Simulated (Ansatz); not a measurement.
What does this script print? It uses Ansatz 0.2.0, Python API.

Input file `ca3y.extxyz`:
```text
4
Lattice="0.0 4.245565 4.245565 4.245565 0.0 4.245565 4.245565 4.245565 0.0" Properties=species:S:1:pos:R:3 pbc="T T T"
Ca    2.12278250    2.12278250    2.12278250
Ca    6.36834750    6.36834750    6.36834750
Ca    4.24556500    4.24556500    4.24556500
Y     0.00000000    0.00000000    0.00000000
```

The script, `fatbands_ca3y.py`:
```python
"""Fat bands of Ca3Y at high-symmetry points."""

from pathlib import Path

import ansatz as az
import pandas as pd

SETTINGS = {
    "kspacing": 0.38,
    "occupations": "Gaussian",
    "width_ev": 0.3,
    "extra_bands": 16,
    "functional": "LDA",
}


def main() -> None:
    structure = az.Crystal.from_extxyz("ca3y.extxyz")

    points = {"K": (0.375, 0.375, 0.75), "G": (0.0, 0.0, 0.0), "L": (0.5, 0.5, 0.5), "W": (0.5, 0.25, 0.75), "X": (0.5, 0.0, 0.5)}
    model = (
        structure.calculation()
        .kpoints(spacing=SETTINGS["kspacing"])
        .occupations(SETTINGS["occupations"], width=SETTINGS["width_ev"])
        .scf(extra_bands=SETTINGS["extra_bands"], self_checks="high")
        .functional(SETTINGS["functional"])
        .band_structure(list(points.values()), intervals=1)
        .fat_bands()
    )
    out = model.run()
    summary = out.report
    file = Path(out.write_results("results")) / "fatbands.tsv"
    names = file.read_text().splitlines()[0].lstrip("# ").split("\t")
    table = pd.read_csv(file, sep="\t", comment="#", names=names)
    near = table[table.e_minus_ef.abs() < 3]
    for ik, label in enumerate(points):
        print(label)
        for _, row in near[near.ik == ik].iterrows():
            main = row[names[4:]].astype(float).nlargest(2)
            print(f"   band {int(row.band):3d} {row.e_minus_ef:7.3f} eV  " + ", ".join(f"{k} {v:.2f}" for k, v in main.items()))


if __name__ == "__main__":
    main()
```

```console
$ python fatbands_ca3y.py
DeckWarning: basis.ecutwfc = 420 eV, auto-derived from the records' recommended cutoffs: set by Ca (normal level)
K
   band  16  -1.957 eV  y3_l0_5S 0.70, ca0_l0_4S 0.08
   band  17  -1.802 eV  ca2_l0_4S 0.53, y3_l2_4D 0.20
   band  18  -1.690 eV  ca0_l0_4S 0.43, ca1_l0_4S 0.43
   band  19  -0.885 eV  y3_l2_4D 0.39, y3_l0_5S 0.17
   band  20   0.115 eV  y3_l2_4D 0.33, ca2_l1_3P 0.00
   band  21   0.628 eV  y3_l2_4D 0.37, ca0_l0_4S 0.04
   band  22   0.669 eV  y3_l2_4D 0.74, ca0_l1_3P 0.00
   band  23   0.759 eV  y3_l2_4D 0.39, ca2_l1_3P 0.00
   band  24   0.989 eV  y3_l2_4D 0.75, ca0_l0_4S 0.02
   band  25   1.376 eV  y3_l2_4D 0.04, ca0_l1_3P 0.00
   band  26   1.704 eV  y3_l2_4D 0.16, ca0_l0_4S 0.02
   band  27   1.801 eV  y3_l2_4D 0.02, ca0_l0_4S 0.00
   band  28   2.660 eV  y3_l2_4D 0.12, ca0_l1_3P 0.00
   band  29   2.687 eV  y3_l2_4D 0.13, ca0_l1_3P 0.00
   band  30   2.733 eV  y3_l2_4D 0.34, ca2_l0_4S 0.15
G
   band  17  -0.354 eV  y3_l2_4D 0.60, ca0_l0_3S 0.00
   band  18  -0.354 eV  y3_l2_4D 0.60, ca0_l0_3S 0.00
   band  19  -0.037 eV  y3_l2_4D 0.76, ca0_l1_3P 0.00
   band  20  -0.037 eV  y3_l2_4D 0.76, ca0_l1_3P 0.00
   band  21  -0.037 eV  y3_l2_4D 0.76, ca0_l1_3P 0.00
   band  22   0.523 eV  ca2_l1_3P 0.00, y3_l1_4P 0.00
   band  23   0.523 eV  ca2_l1_3P 0.00, y3_l1_4P 0.00
   band  24   0.523 eV  ca2_l1_3P 0.00, y3_l1_4P 0.00
   band  25   2.234 eV  y3_l2_4D 0.12, ca0_l1_3P 0.00
   band  26   2.234 eV  y3_l2_4D 0.12, ca0_l1_3P 0.00
   band  27   2.234 eV  y3_l2_4D 0.12, ca0_l1_3P 0.00
L
   band  16  -2.623 eV  y3_l0_5S 0.50, ca0_l0_4S 0.20
   band  17  -2.364 eV  ca2_l0_4S 0.48, ca0_l0_4S 0.24
   band  18  -0.173 eV  y3_l2_4D 0.74, ca2_l1_3P 0.00
   band  19  -0.173 eV  y3_l2_4D 0.74, ca2_l1_3P 0.00
   band  20   0.302 eV  y3_l2_4D 0.62, y3_l0_5S 0.20
   band  21   0.311 eV  ca0_l1_3P 0.00, ca1_l1_3P 0.00
   band  22   0.311 eV  ca0_l1_3P 0.00, ca1_l1_3P 0.00
   band  23   0.730 eV  y3_l2_4D 0.78, ca0_l1_3P 0.00
   band  24   0.730 eV  y3_l2_4D 0.78, ca0_l1_3P 0.00
   band  25   0.948 eV  ca2_l0_4S 0.27, ca0_l0_4S 0.13
   band  26   1.470 eV  y3_l1_4P 0.00, ca0_l1_3P 0.00
   band  27   1.470 eV  y3_l1_4P 0.00, ca0_l1_3P 0.00
W
   band  16  -1.762 eV  y3_l0_5S 0.91, y3_l2_4D 0.00
   band  17  -1.619 eV  ca2_l0_4S 0.67, y3_l2_4D 0.27
   band  18  -1.555 eV  ca0_l0_4S 0.39, ca1_l0_4S 0.39
   band  19  -1.555 eV  ca0_l0_4S 0.39, ca1_l0_4S 0.39
   band  20   0.393 eV  y3_l2_4D 0.69, ca2_l1_3P 0.00
   band  21   0.576 eV  y3_l2_4D 0.47, ca0_l0_4S 0.04
   band  22   0.576 eV  y3_l2_4D 0.47, ca0_l0_4S 0.04
   band  23   0.752 eV  y3_l2_4D 0.18, ca2_l0_4S 0.06
   band  24   0.921 eV  y3_l2_4D 0.84, ca0_l1_3P 0.00
   band  25   1.547 eV  y3_l2_4D 0.14, ca0_l0_4S 0.01
   band  26   1.547 eV  y3_l2_4D 0.14, ca0_l0_4S 0.01
   band  27   1.792 eV  ca0_l1_3P 0.00, ca1_l1_3P 0.00
   band  28   2.703 eV  y3_l2_4D 0.37, ca2_l0_4S 0.11
   band  29   2.773 eV  y3_l2_4D 0.18, y3_l0_5S 0.00
   band  30   2.930 eV  y3_l2_4D 0.10, ca0_l0_4S 0.00
   band  31   2.930 eV  y3_l2_4D 0.10, ca0_l0_4S 0.00
X
   band  16  -2.133 eV  y3_l0_5S 0.51, ca2_l0_4S 0.32
   band  17  -1.876 eV  ca0_l0_4S 0.47, ca1_l0_4S 0.47
   band  18  -1.200 eV  y3_l2_4D 0.49, ca0_l0_4S 0.19
   band  19  -1.130 eV  y3_l0_5S 0.36, y3_l2_4D 0.26
   band  20   0.291 eV  ca0_l1_3P 0.00, ca1_l1_3P 0.00
   band  21   0.291 eV  ca0_l1_3P 0.00, ca1_l1_3P 0.00
   band  22   0.828 eV  y3_l2_4D 0.78, ca0_l0_3S 0.00
   band  23   0.839 eV  y3_l2_4D 0.73, ca0_l1_3P 0.00
   band  24   0.839 eV  y3_l2_4D 0.73, ca0_l1_3P 0.00
   band  25   1.551 eV  ca0_l0_3S 0.00, ca0_l0_4S 0.00
   band  26   2.040 eV  y3_l2_4D 0.16, ca0_l1_3P 0.00
   band  27   2.040 eV  y3_l2_4D 0.16, ca0_l1_3P 0.00
   band  28   2.395 eV  ca2_l1_3P 0.00, y3_l1_4P 0.00
   band  29   2.395 eV  ca2_l1_3P 0.00, y3_l1_4P 0.00
   band  30   2.962 eV  y3_l2_4D 0.40, ca0_l0_4S 0.07
```
(Warnings from the package without file and line.)

Caveats:
- These settings explore the input space; cutoff and mesh may be short of convergence.
- Spin is left out of this run.
- The computed bands are complete only to about 3.7 eV above the Fermi level.
- The structure comes from a database of computed cells and needn't be a stable or known phase.
- Levels are Kohn-Sham eigenvalues on this mesh, without spin-orbit coupling.
- Energies are less the Fermi level and bands count from 0. Only the largest channels are printed, equivalent atoms hold more, and in degenerate sets the split between sites is arbitrary; shells that the potentials lack have no channel.
- Processor time in the engine: 2.9 s on 1 thread of Intel(R) Xeon(R) Processor @ 2.30GHz (shared host), peak memory 0.67 GiB.
